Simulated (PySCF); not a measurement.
# C₃H₉B₂ClO: electronic excitations

What electronic excitations should C₃H₉B₂ClO (`BCB(Cl)COC`) show?

Programs: PySCF 2.14.0, with density-fitted response routines of our own. Each step states its level of theory. These are calculated values for one molecule in the gas phase, unless marked as measured. Atoms are numbered from 0 throughout.

## (1) The molecule as given

16 atoms, charge 0, multiplicity 1; geometry from: GFN2-xTB.

Bonds of the start (Å): B0–C1 1.57, C1–B2 1.57, B2–Cl3 1.71, B2–C4 1.59, C4–O5 1.42, O5–C6 1.40, B0–H7 1.17, B0–H8 1.17, C1–H9 1.09, C1–H10 1.09, C4–H11 1.11, C4–H12 1.10, C6–H13 1.10, C6–H14 1.09, C6–H15 1.10.

## (2) Ultraviolet spectrum: CAM-B3LYP/def2-SVPD

Job settings and geometry (Å):

```
{"job": {"kind": "uv", "xc": "CAM-B3LYP", "basis": "def2-SVPD", "nstates": 8, "ntriplets": 3}, "charge": 0, "multiplicity": 1}
B     -2.221657     0.886383     0.698983
C     -1.766027     0.306014    -0.690336
B     -0.901017    -0.977234    -0.409133
Cl    -1.612596    -2.529647    -0.391296
C      0.654785    -0.885424    -0.073000
O      1.165041     0.427155    -0.221921
C      2.511387     0.539440     0.158404
H     -1.452688     1.467337     1.358378
H     -3.312904     0.715041     1.081319
H     -2.618247     0.081579    -1.329704
H     -1.115837     1.034593    -1.174195
H      0.821289    -1.224598     0.966073
H      1.240645    -1.579407    -0.701663
H      3.157038    -0.102699    -0.455231
H      2.792439     1.580642     0.011764
H      2.650750     0.269768     1.213490
```

Level: TDDFT CAM-B3LYP/def2-SVPD, vertical, gas phase, core orbitals frozen in the response.

Started as:

```bash
$ OMP_NUM_THREADS=1 python probes_run.py task.json out
```

One launch serves the whole session: the jobs run in the order shown.

What will the session give for the following? lowest singlet (CAM-B3LYP/def2-SVPD); brightest single state of those computed; lowest triplet; surface potential, 1st and 99th percentile. Wanted: lowest singlet; brightest single state of those computed; lowest triplet; surface potential, 1st and 99th percentile.

The runs gave:

```
                                quantity                        value
    lowest singlet (CAM-B3LYP/def2-SVPD)  5.39 eV (230 nm), f = 0.013
brightest single state of those computed  state 8, 7.28 eV, f = 0.015
                          lowest triplet                      4.88 eV
   surface potential, 1st and 99th percentile           -1.12 V and 1.45 V
```

The lowest singlet, at 5.39 eV, is HOMO−1→LUMO 0.80 and is weak; of the 8 states computed, the strongest absorption comes from state 8 at 7.28 eV (the last computed, so partners may be missing). The lowest triplet lies 0.51 eV below the lowest singlet (triplets in Tamm-Dancoff, singlets in full TDDFT). By nearest atom (CAM-B3LYP/def2-SVPD), the HOMO sits on O5 63 %; 4 H atoms about 7 % each and the LUMO on B0 34 %; B2 22 %.
